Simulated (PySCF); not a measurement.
# A diatomic session: BiO

An exercise on one series of results from a longer session: the logs are not shown, and one member is left open.

The runs use PySCF 2.14.0; Bi x2c-TZVPPall, O x2c-TZVPPall, spin-free X2C with a Gaussian nucleus.

The first run:

A driver script around PySCF takes these settings:

| Property | Result |
| --- | --- |
| atoms | Bi, O |
| charge | 0 |
| basis | Bi x2c-TZVPPall, O x2c-TZVPPall |
| Hamiltonian | spin-free X2C with a Gaussian nucleus |
| basis functions | 114 |
| electrons treated | 91 |
| masses in u | 208.9804, 15.9949 |
| levels | PBE0, PBE, r²SCAN, MN15, revPBE, M06-L, PBEsol, LC-ωPBE, HF, MP2, SCS-MP2, CCSD, CCSD(T) |
| grid | 80 radial by 434 angular points |
| occupations | held fixed by the projection of orbital angular momentum |
| dissociation limit | Bi + O, each in its ground configuration |
| starting distance in angstrom | 2.060 |
| values of 2S to try | 1, 3, 5 |

Launch:

```console
OMP_NUM_THREADS=2 python dia.py task.json out
```

Among the steps run: Set-up; PBE0 along the bond; Higher solutions at PBE0; PBE; r²SCAN (meta-GGA); MN15 (hybrid meta-GGA); revPBE (GGA); M06-L (meta-GGA); PBEsol; LC-ωPBE; UHF; MP2 and coupled cluster.

One of the session's tables, all rows but one given; the rest of the session is left out.

```
   level  Re (Å)  ωe (cm⁻¹)  De (eV)  μ (D)
UHF-CCSD   1.902        786     2.71    n/a
     PBE   1.930        742     4.34  -3.73
  PBEsol   1.917        760     4.64  -3.67
  revPBE       ?          ?        ?      ?
   M06-L   1.918        762     4.12  -3.89
    MN15   1.885        816     3.38  -4.14
```

Q: Estimate the row for revPBE from the others.

The run gave: Re (Å): 1.936; ωe (cm⁻¹): 734; De (eV): 3.99; μ (D): -3.74. In the column «Re (Å)» it is the highest.

De is counted to Bi + O in their ground configurations.
